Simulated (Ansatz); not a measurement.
Write a Python script for the Python package of Ansatz (0.2.0) that makes a phonon calculation by linear response of ZrNbB4, space group P6/mmm. Settings: PBEsol, PAW, cutoff 510 eV, 12×12×6 k-points, Fermi-Dirac smearing of 0.1 eV.

```
Zr Nb B
1.0
     3.13844    0.00000    0.00000
    -1.56922    2.71797    0.00000
     0.00000    0.00000    6.88573
Zr Nb B
1 1 4
Direct
  0.00000 0.00000 0.50000
  0.00000 0.00000 0.00000
  0.33333 0.66667 0.75739
  0.33333 0.66667 0.24261
  0.66667 0.33333 0.75739
  0.66667 0.33333 0.24261
```

Script `dfpt_zrnbb4.py`:
```python
from pathlib import Path
import warnings

import ansatz as az
import numpy as np

warnings.simplefilter("ignore", az.DeckWarning)

lattice = az.Lattice.of(
    (3.138444, 0.0, 0.0),
    (-1.569222, 2.717972, 0.0),
    (0.0, 0.0, 6.885728),
)
sites = [
    ("Zr", (0.0, 0.0, 0.5)),
    ("Nb", (0.0, 0.0, 0.0)),
    ("B", (1 / 3, 2 / 3, 0.757386)),
    ("B", (1 / 3, 2 / 3, 0.242614)),
    ("B", (2 / 3, 1 / 3, 0.757386)),
    ("B", (2 / 3, 1 / 3, 0.242614)),
]
crystal = az.Crystal(lattice=lattice)
for symbol, position in sites:
    crystal = crystal.atom(symbol, position)

base = (
    crystal.calculation()
    .basis(510)
    .occupations("fermi_dirac", width=0.1)
    .functional("pbesol")
    .kpoints(12, 12, 6)
    .phonons("dfpt", points=[(0, 0, 0), (0.5, 0, 0.5)])
)
res = base.run(threads=1, backend="cpu", runs_dir="runs")
ph = res.phonons

for q in ph.qpoints:
    thz = np.asarray(q.omega_inv_cm) / 33.35641
    print("q = ({:.2f}, {:.2f}, {:.2f})".format(*q.q_frac), np.round(thz, 2) + 0.0, "THz")
```

`python dfpt_zrnbb4.py` gives:
```text
q = (0.00, 0.00, 0.00) [ 0.    0.    0.    5.89  5.89  6.71 12.3  12.3  13.1  13.1  13.33 15.42
 16.49 17.57 22.61 22.61 22.95 22.95] THz
q = (0.50, 0.00, 0.50) [ 5.96  6.25  6.29  6.65  6.91  8.28 14.74 15.07 15.44 15.49 15.94 16.37
 20.76 21.02 21.19 21.26 21.57 22.11] THz
```

Notes:
- The cell isn't relaxed first, so the values belong to this volume.
- The structure comes from a database of computed cells and needn't be a stable or known phase.
- The structure is taken as given; imaginary modes can come from an unrelaxed or unstable start. Phonons of metals also depend on mesh and smearing.
- Wall time of the script: 7.3 min on 1 thread of Arm Neoverse V2, with other jobs on the host, peak memory 1.9 GiB.
